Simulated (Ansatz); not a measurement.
# One shape, several levels: doublet CH6GeO+

Wanted: a comparison of 6 runs (UHF/3-21G, UB3LYP/6-31G*, U-r2SCAN/cc-pVDZ, UB3LYP/cc-pVDZ, UPBE0/cc-pVDZ, UCCSD/cc-pVDZ) of doublet CH6GeO+. 

The results are computed with Ansatz 0.2.0.

64 further runs of the same task are left out: 64 set aside as unsound or not needed.

## Step 1: The structure to begin with

CH6GeO+: 9 atoms, total charge +1, spin state doublet. As SMILES of the parent species, `C[O][GeH3]`. The coordinates come from a PBE0-D4/def2-TZVP relaxation. That shape belongs to the parent species and isn't relaxed for this state.

Bond lengths: C1–O2 1.406 Å, O2–Ge3 1.779 Å, C1–H4 1.093 Å, C1–H5 1.099 Å, C1–H6 1.099 Å, Ge3–H7 1.542 Å, Ge3–H8 1.531 Å, Ge3–H9 1.542 Å. Some angles: C1–O2–Ge3 117.8°, O2–C1–H4 108.1°, O2–C1–H5 112.2°, O2–C1–H6 112.2°, O2–Ge3–H7 108.9°, O2–Ge3–H8 104.9°, O2–Ge3–H9 108.9°, H4–C1–H5 108.0°, H4–C1–H6 108.0°, H5–C1–H6 108.1°.

## Step 2: A single-point energy at UHF/3-21G (run 1)

File in.yaml:

```yaml
basis:
  gaussian: {orbitals: 3-21G-spherical.json}
crystal:
  periodic: [false, false, false]
  atoms:
    - {symbol: C, position_ang: [-0.461600, 0.939500, -0.879600]}
    - {symbol: O, position_ang: [-0.657300, -0.383600, -0.447300]}
    - {symbol: Ge, position_ang: [0.409500, -1.004400, 0.834300]}
    - {symbol: H, position_ang: [-1.194400, 1.152600, -1.661500]}
    - {symbol: H, position_ang: [0.540900, 1.094500, -1.301500]}
    - {symbol: H, position_ang: [-0.607700, 1.666800, -0.069200]}
    - {symbol: H, position_ang: [1.870200, -0.939000, 0.345100]}
    - {symbol: H, position_ang: [-0.054100, -2.444000, 1.070300]}
    - {symbol: H, position_ang: [0.242900, -0.128600, 2.092200]}
total_charge: 1
magnetization: {spin_polarized: true, initial_magnetization: 1}
hamiltonian: {xc: hf}
accuracy: high
output: {orbitals: {seedname: orbitals}}
```

The basis set 3-21G is read from a file made from the Basis Set Exchange's data (not shown).

Launch:

```console
$ ansatz run in.yaml --threads 1 --pin off --max-ram 3480MiB --events-out events.jsonl --progress --plain --runs-dir runs
```

Log:

```text
Warning: RAYON_NUM_THREADS=1 ignored (pool sized by the plan → 1); use --threads N
Functional definition: HF
  name "HF"
  exchange = exact_x
  correlation = 0
1042 factors; integrals over basis functions are off by at most 1.4e-8 eV
mean field evaluation 1: about -59328.5491 eV, gradient 3.6e1 eV
mean field evaluation 2: about -59328.8421 eV, gradient 3.6e1 eV
mean field evaluation 4: about -59335.5571 eV, gradient 5.6e0 eV
mean field evaluation 8: about -59337.0126 eV, gradient 1.8e0 eV
mean field evaluation 16: about -59337.0688 eV, gradient 1.1e-3 eV
mean field evaluation 32: about -59336.9480 eV, gradient 6.7e-1 eV
mean field evaluation 64: about -59336.3071 eV, gradient 5.2e-1 eV
mean field evaluation 96: about -59328.5518 eV, gradient 3.6e1 eV
mean field -59337.06876507 eV, -2180.5970570065 hartree, gradient 5.6e-8 eV, S^2 0.759406; 2 other end points of the search recorded, 0 dependent functions left out
reference -59337.06876507 eV, -2180.5970570065 hartree; 26, 25 occupied and 26, 27 virtual orbitals, 1042 factors
Total energy: -59337.06876507 eV, -2180.5970570065 hartree
```

Run time: 1.6 s. Hardware: 1 thread of Arm Neoverse V2, shared host; peak memory 0.17 GiB.

## Step 3: A single-point energy at UB3LYP/6-31G(d) (spherical functions) (run 2)

File run.yaml:

```yaml
basis:
  gaussian:
    orbitals: 6-31G_st_-spherical.json
crystal:
  periodic: [false, false, false]
  atoms:
    - symbol: C
      position_ang: [-0.461600, 0.939500, -0.879600]
    - symbol: O
      position_ang: [-0.657300, -0.383600, -0.447300]
    - symbol: Ge
      position_ang: [0.409500, -1.004400, 0.834300]
    - symbol: H
      position_ang: [-1.194400, 1.152600, -1.661500]
    - symbol: H
      position_ang: [0.540900, 1.094500, -1.301500]
    - symbol: H
      position_ang: [-0.607700, 1.666800, -0.069200]
    - symbol: H
      position_ang: [1.870200, -0.939000, 0.345100]
    - symbol: H
      position_ang: [-0.054100, -2.444000, 1.070300]
    - symbol: H
      position_ang: [0.242900, -0.128600, 2.092200]
total_charge: 1
magnetization:
  spin_polarized: true
  initial_magnetization: 1
hamiltonian:
  xc: {name: B3LYP}
accuracy: high
output: {orbitals: {seedname: orbitals}}
```

The basis set 6-31G* is read from a file made from the Basis Set Exchange's data (not shown).

Launch:

```console
$ ansatz run run.yaml --threads 1 --pin off --max-ram 3480MiB --events-out events.jsonl --progress --plain --runs-dir runs
```

Log:

```text
Warning: RAYON_NUM_THREADS=1 ignored (pool sized by the plan → 1); use --threads N
Functional definition: B3LYP
  name "B3LYP"
  parameter a0 = 0.2
  parameter ax = 0.72
  parameter ac = 0.81
  exchange = (1 - a0 - ax)*slater_x + ax*b88_x + a0*exact_x
  correlation = (1 - ac)*vwn_rpa_c + ac*lyp_c
1640 factors; integrals over basis functions are off by at most 1.1e-8 eV
mean field evaluation 1: about -59666.3250 eV, gradient 5.9e1 eV
mean field evaluation 2: about -59495.5252 eV, gradient 1.6e2 eV
mean field evaluation 4: about -59680.7600 eV, gradient 2.4e1 eV
mean field evaluation 8: about -59683.2655 eV, gradient 3.8e-1 eV
mean field evaluation 16: about -59683.4291 eV, gradient 1.0e-3 eV
mean field evaluation 32: about -59683.4291 eV, gradient 4.6e-8 eV
mean field -59683.42910718 eV, -2193.3255648075 hartree, gradient 4.6e-8 eV, S^2 0.755698; 2 other end points of the search recorded, 0 dependent functions left out
reference -59683.42914538 eV, -2193.3255662115 hartree; 26, 25 occupied and 46, 47 virtual orbitals, 1640 factors
Total energy: -59683.42914538 eV, -2193.3255662115 hartree
```

Wall time 12 s (1 thread of Arm Neoverse V2, shared host); peak memory 0.34 GiB.

Runs 3 to 4 aren't shown in full; the table further down has their settings and results.

## Step 4: The energy at UPBE0/cc-pVDZ (run 5)

File input.yaml:

```yaml
crystal:
  periodic: [false, false, false]
  atoms:
    - symbol: C
      position_ang: [-0.461600, 0.939500, -0.879600]
    - symbol: O
      position_ang: [-0.657300, -0.383600, -0.447300]
    - symbol: Ge
      position_ang: [0.409500, -1.004400, 0.834300]
    - symbol: H
      position_ang: [-1.194400, 1.152600, -1.661500]
    - symbol: H
      position_ang: [0.540900, 1.094500, -1.301500]
    - symbol: H
      position_ang: [-0.607700, 1.666800, -0.069200]
    - symbol: H
      position_ang: [1.870200, -0.939000, 0.345100]
    - symbol: H
      position_ang: [-0.054100, -2.444000, 1.070300]
    - symbol: H
      position_ang: [0.242900, -0.128600, 2.092200]
basis:
  gaussian:
    orbitals: cc-pVDZ
output: {orbitals: {seedname: orbitals}}
accuracy: high
magnetization:
  spin_polarized: true
  initial_magnetization: 1
total_charge: 1
hamiltonian:
  xc: {name: PBE0}
```

Launch:

```console
$ ansatz run input.yaml --threads 1 --pin off --max-ram 3480MiB --events-out events.jsonl --progress --plain --runs-dir runs
```

Log:

```text
Warning: RAYON_NUM_THREADS=1 ignored (pool sized by the plan → 1); use --threads N
Functional definition: PBE0
  name "PBE0"
  parameter a = 0.25
  parameter kappa = 0.804
  parameter beta = 0.06672455060314922
  exchange = (1 - a)*pbe_x(kappa = kappa, mu = beta*pi^2/3) + a*exact_x
  correlation = pbe_c(beta = beta)
2015 factors; integrals over basis functions are off by at most 4.4e-9 eV
mean field evaluation 1: about -59663.3060 eV, gradient 5.5e1 eV
mean field evaluation 2: about -59534.5902 eV, gradient 1.5e2 eV
mean field evaluation 4: about -59676.9946 eV, gradient 1.8e1 eV
mean field evaluation 8: about -59678.2967 eV, gradient 2.9e-1 eV
mean field evaluation 16: about -59678.4555 eV, gradient 1.5e-3 eV
mean field evaluation 32: about -59678.4555 eV, gradient 9.9e-8 eV
mean field -59678.45554190 eV, -2193.1427896549 hartree, gradient 9.9e-8 eV, S^2 0.756391; 2 other end points of the search recorded, 0 dependent functions left out
reference -59678.45554457 eV, -2193.1427897529 hartree; 26, 25 occupied and 59, 60 virtual orbitals, 2015 factors
Total energy: -59678.45554457 eV, -2193.1427897529 hartree
```

Run time: 15 s. Hardware: 1 thread of Arm Neoverse V2, shared host; peak memory 0.43 GiB.

## Step 5: A single-point energy at UCCSD/cc-pVDZ (run 6)

Changes to in.yaml since step 2:

```diff
@@ -1,3 +1 @@
-basis:
-  gaussian: {orbitals: 3-21G-spherical.json}
 crystal:
@@ -14,6 +12,14 @@
     - {symbol: H, position_ang: [0.242900, -0.128600, 2.092200]}
+basis:
+  gaussian:
+    orbitals: cc-pVDZ
 total_charge: 1
-magnetization: {spin_polarized: true, initial_magnetization: 1}
-hamiltonian: {xc: hf}
+magnetization:
+  spin_polarized: true
+  initial_magnetization: 1
+correlation:
+  method: ccsd
+  frozen_orbitals: {C: 1, Ge: 9, H: 0, O: 1}
 accuracy: high
-output: {orbitals: {seedname: orbitals}}
+scf:
+  omitted_lower_state_checks: [cluster_reference, increment]
```

Launch:

```console
$ ansatz run in.yaml --threads 1 --pin off --max-ram 3480MiB --events-out events.jsonl --progress --plain --runs-dir runs
```

Log:

```text
Warning: RAYON_NUM_THREADS=1 ignored (pool sized by the plan → 1); use --threads N
[... 13 lines left out ...]
11 core orbitals not correlated: weight in the atoms' cores, before any rotation towards them, 1.000 or more for the frozen orbitals, at most 0.000 for the correlated occupied ones
[... 32 lines left out ...]
Total energy: -59638.80164830 eV, -2191.6855359435 hartree
Checks for a lower state left out: cluster_reference, increment
```

Wall time 55 s (1 thread of Arm Neoverse V2, shared host); peak memory 0.88 GiB.

## Step 6: The series

```tsv
run	level	frozen core orbitals	energy (Eh)	HOMO energy (eV)	LUMO energy (eV)	⟨S²⟩	wall time
1	UHF/3-21G	–	-2180.597057	-18.36	-6.23	0.759	1.6 s
2	UB3LYP/6-31G* (spherical functions)	–	-2193.325566	-15.04	-12.46	0.756	12 s
3	U-r2SCAN/cc-pVDZ	–	-2193.465990	-14.23	-12.97	0.757	29 s
4	UB3LYP/cc-pVDZ	–	-2193.587288	-14.99	-12.43	0.756	14 s
5	UPBE0/cc-pVDZ	–	-2193.142790	-15.21	-12.14	0.756	15 s
6	UCCSD/cc-pVDZ	11	-2191.685536	–	–	0.762	55 s
```

## Step 7: What came out

| quantity | value |
| --- | --- |
| run 6: total energy | -2191.68554 Eh |
| run 6: correlation energy (11 core orbitals frozen) | -459.7 mEh |
| run 6: ⟨S²⟩ of the reference determinant | 0.762 |
| run 6: T1 diagnostic | 0.025 |

In words: Totals of different functionals can't be ranked against each other. All runs together took 2.1 min, the longest 55 s.
